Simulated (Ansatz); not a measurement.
**SiGe₃H₁₀: one species, many methods**

How much do the methods differ for SiGe₃H₁₀? The plan is to run it at one geometry with functionals of several rungs and with coupled cluster, and see how far each lands from CCSD(T) at the basis-set limit for the atomisation energy.

Computed with Ansatz 0.2.0, Gaussian basis. Level: functionals in def2-TZVPP, the program's frozen cores in correlated methods.

Levels to be run: LDA (SPW92), PBE-D4, revPBE-D4, BLYP-D4, r2SCAN-D4, B97M-V, PBE0-D4, B3LYP-D4, r2SCANh-D4, r2SCAN0-D4, HSE06-D4, BHLYP-D4, CAM-B3LYP-D4, LC-ωPBE, ωB97X-V, ωB97M-V, B2PLYP, PBE-QIDH; CCSD(T)/def2-SVP; CCSD(T)/def2-TZVPP; MP2/def2-QZVPP; extrapolation to the limit; RPA on PBE.

### Step 1. Structure used throughout

The geometry comes from an earlier relaxation with PBE0-D4 in a triple-zeta def2 set; it is a stationary point, not always the lowest conformer.

SMILES `[GeH3][SiH2][GeH2][GeH3]`, 14 atoms, charge 0, spin multiplicity 1.

Atoms are counted from 1 here; the program's logs count them from 0.

Bond lengths: Ge1–Si2 2.379 Å, Ge1–H5 1.538 Å, Ge1–H6 1.538 Å, Ge1–H7 1.538 Å, Si2–Ge3 2.379 Å, Si2–H8 1.489 Å, Si2–H9 1.489 Å, Ge3–Ge4 2.424 Å, Ge3–H10 1.541 Å, Ge3–H11 1.540 Å, Ge4–H12 1.538 Å, Ge4–H13 1.537 Å, Ge4–H14 1.538 Å. Angles: Si2–Ge1–H5 110.2°, Si2–Ge1–H6 111.5°, Si2–Ge1–H7 109.8°, H5–Ge1–H6 108.5°, H5–Ge1–H7 108.2°, H6–Ge1–H7 108.5°, Ge1–Si2–Ge3 109.6°, Ge1–Si2–H8 109.9°, Ge1–Si2–H9 109.2°, Ge3–Si2–H8 110.7°, Ge3–Si2–H9 109.0°, H8–Si2–H9 108.3°, Si2–Ge3–Ge4 110.1°, Si2–Ge3–H10 109.5°, Si2–Ge3–H11 110.9°, Ge4–Ge3–H10 108.9°, Ge4–Ge3–H11 109.6°, H10–Ge3–H11 107.9° and more.

### Step 2. LDA

This LDA is Slater exchange with PW92 correlation.

File in.yaml:

```yaml
crystal:
  periodic: [false, false, false]
  atoms:
    - {symbol: Ge, position_ang: [-0.198324, 2.378143, 0.239805]}
    - {symbol: Si, position_ang: [0.552985, 0.502768, 1.495855]}
    - {symbol: Ge, position_ang: [-0.392369, -1.488471, 0.601173]}
    - {symbol: Ge, position_ang: [0.093880, -1.647590, -1.768116]}
    - {symbol: H, position_ang: [-1.735545, 2.429607, 0.229611]}
    - {symbol: H, position_ang: [0.330701, 3.698012, 0.825692]}
    - {symbol: H, position_ang: [0.287890, 2.260833, -1.214867]}
    - {symbol: H, position_ang: [0.176621, 0.667031, 2.927018]}
    - {symbol: H, position_ang: [2.036918, 0.417409, 1.408732]}
    - {symbol: H, position_ang: [-1.920289, -1.464413, 0.796429]}
    - {symbol: H, position_ang: [0.156976, -2.731270, 1.326955]}
    - {symbol: H, position_ang: [-0.556236, -0.469755, -2.512737]}
    - {symbol: H, position_ang: [-0.446197, -2.961364, -2.356225]}
    - {symbol: H, position_ang: [1.612978, -1.590940, -1.999317]}
basis:
  gaussian: {orbitals: def2-TZVPP}
hamiltonian: {xc: lda}
output: {orbitals: {seedname: orbitals}}
```

Further steps of the session: PBE-D4 (GGA); revPBE-D4 (GGA); BLYP-D4 (GGA); r2SCAN-D4 (meta-GGA); B97M-V (meta-GGA); PBE0-D4 (hybrid); B3LYP-D4 (hybrid); r2SCANh-D4 (hybrid); r2SCAN0-D4 (hybrid); HSE06-D4 (hybrid); BHLYP-D4 (hybrid); CAM-B3LYP-D4 (range-separated); LC-ωPBE-D4 (range-separated); ωB97X-V (range-separated); ωB97M-V (range-separated); B2PLYP (double hybrid); PBE-QIDH (double hybrid); CCSD(T) in def2-SVP; CCSD(T) in def2-TZVPP; MP2 in def2-QZVPP; RPA on PBE orbitals.

Before running them: what should the planned runs give, taken together? Wanted: atomisation energy, CCSD(T)/CBS; farthest beyond LDA; mean size of error, GGA; mean size of error, meta-GGA; mean size of error, hybrid; mean size of error, range-separated; mean size of error, double hybrid; gap, smallest and largest; T1 diagnostic.

**Answer**, as computed:

```
                               quantity                                                             value
        atomisation energy, CCSD(T)/CBS                                                         38.949 eV
    functionals within 0.389 eV (1.0 %)  r2SCAN-D4, B97M-V, r2SCANh-D4, r2SCAN0-D4, CAM-B3LYP-D4, ωB97X-V
                    farthest beyond LDA                                             revPBE-D4 (-1.540 eV)
                mean size of error, GGA                                                          1.213 eV
           mean size of error, meta-GGA                                                          0.266 eV
             mean size of error, hybrid                                                          0.597 eV
    mean size of error, range-separated                                                          0.519 eV
      mean size of error, double hybrid                                                          0.860 eV
              gap, smallest and largest                         5.69 eV (LDA (SPW92)), 12.11 eV (LC-ωPBE)
                          T1 diagnostic                                                            0.0120
triples share of the correlation energy                                                             3.4 %
```

LDA overbinds by 4.062 eV (10 %). PBE-D4 misses by -0.939 eV. Double hybrids carry the basis error of their MP2 part in triple zeta, and no dispersion term here, so their miss is partly the set-up's. By mean error the best rung here is meta-GGA (0.266 eV) and the worst beyond LDA is GGA (1.213 eV). The reference freezes the cores and leaves out relativity and excitations past (T), and its outer-core shells are covered unevenly, so misses under about 0.389 eV can't be ranked. Hartree-Fock recovers 74 % of the binding; the rest is correlation. CCSD(T) in def2-SVP is off by -2.661 eV, which most functionals beat. The gap grows from 5.7 to 12.1 eV across the functionals, mostly with the share of exact exchange. Correlated methods include outer-core shells of Ge, which these sets cover unevenly.
